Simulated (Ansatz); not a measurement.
A run of Ansatz 0.2.0 is set up as follows.

The input input.yaml:

```yaml
crystal:
  lattice:
    - [2.76078, 0.0, 0.0]
    - [-1.38039, 2.3909, 0.0]
    - [0.0, 0.0, 11.34051]
  atoms:
    - { symbol: Ni, position: [0.0, 0.0, 0.70917], spin: 1.0 }
    - { symbol: Mo, position: [0.66667, 0.33333, 0.29425], spin: 1.0 }
    - { symbol: Pd, position: [0.66667, 0.33333, 0.89901] }
    - { symbol: Ir, position: [0.0, 0.0, 0.10604], spin: 0.6 }
    - { symbol: W, position: [0.66667, 0.33333, 0.52921] }
hamiltonian:
  xc: pbe
  pseudopotentials: { kind: paw }
magnetization:
  spin_polarized: true
kpoints:
  mp_grid: { grid: [11, 11, 3] }
scf:
  occupations: { method: fermi_dirac, width: 0.05 }
output:
  forces: true
  stress: true
  eigenvalues: true
```

Potentials or basis: Ansatz PAW.

Launch:

```bash
$ ansatz run input.yaml --threads 8 --pin off --max-ram 20480MiB --backend cpu --events-out ev --progress --plain --runs-dir out
```

What does it give for the absolute moment?

0.00 μB per cell.

Predict the net moment.

0.00 μB per cell.

What does it give for the pressure?

-0.2 GPa.

Predict the largest force.

0.281 eV/Å.

Forces in eV/Å, atoms in the order of the input:
```
Ni   0.000  0.000  0.006
Mo   0.000  0.000  0.281
Pd   0.000  0.000  0.011
Ir   0.000  0.000 -0.215
W    0.000  0.000 -0.082
```

Caveat: the starting moments weren't kept. Spin-orbit coupling is left out, which matters for the levels of Ir, W.
